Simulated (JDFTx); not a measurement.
Crystal: SbAs.

```
CELL_PARAMETERS angstrom
2.03271 1.17359 3.71659
-2.03271 1.17359 3.71659
0.00000 -2.34718 3.71659
ATOMIC_POSITIONS crystal
Sb 0.77090 0.77090 0.77090
As 0.22910 0.22910 0.22910
```

The cell is a database's computed one.

- Program: JDFTx 1.7.0 (patched build)
- Task: relaxation of cell and atoms
- Functional: RPBE
- Potentials or basis: PseudoDojo-SR-PBE-0.5-standard
- Cutoff: 1143 eV
- Density cutoff: 9143 eV
- k mesh: 6 × 6 × 6
- Occupations: fermi-dirac, width 0.05 eV
- Spin: no spin polarisation

At the start: pressure 2.7 GPa; volume 26.60 Å³/atom.

Question: How do energy, volume and symmetry change on relaxing?

Answer: Over 13 steps the energy falls by 10.0 meV/atom and the volume is 27.88 Å³/atom (+4.8 %); space group R3m (No. 160, to 0.05 Å).

Step by step:
| step | energy change (eV) | largest force (eV/Å) | pressure (GPa) | volume (Å³) |
| --- | --- | --- | --- | --- |
| 1 | 0.0000 | 0.1828 | 2.69 | 53.20 |
| 2 | -0.0024 | 0.1465 | 2.49 | 53.30 |
| 3 | -0.0118 | 0.0066 | 1.45 | 53.97 |
| 4 | -0.0158 | 0.0528 | 0.86 | 54.48 |
| 5 | -0.0187 | 0.0905 | 0.14 | 55.21 |
| 6 | -0.0189 | 0.0920 | -0.46 | 55.95 |
| 7 | -0.0190 | 0.0722 | -0.50 | 56.08 |
| 8 | -0.0196 | 0.0153 | -0.26 | 56.10 |
| 9 | -0.0198 | 0.0073 | -0.19 | 55.99 |
| 10 | -0.0200 | 0.0164 | 0.02 | 55.78 |
| 11 | -0.0200 | 0.0034 | 0.01 | 55.74 |
| 12 | -0.0200 | 0.0008 | 0.01 | 55.75 |
| 13 | -0.0200 | 0.0008 | 0.01 | 55.76 |

Final structure:
```xyz
2
Lattice="2.0673 1.1936 3.7659 -2.0673 1.1936 3.7659 0.0000 -2.3872 3.7659" Properties=species:S:1:pos:R:3 pbc="T T T"
Sb    0.0000    0.0000    8.7162
As    0.0000    0.0000    2.5816
```

Caveat: the potentials were made for another functional, which shifts forces and pressure.
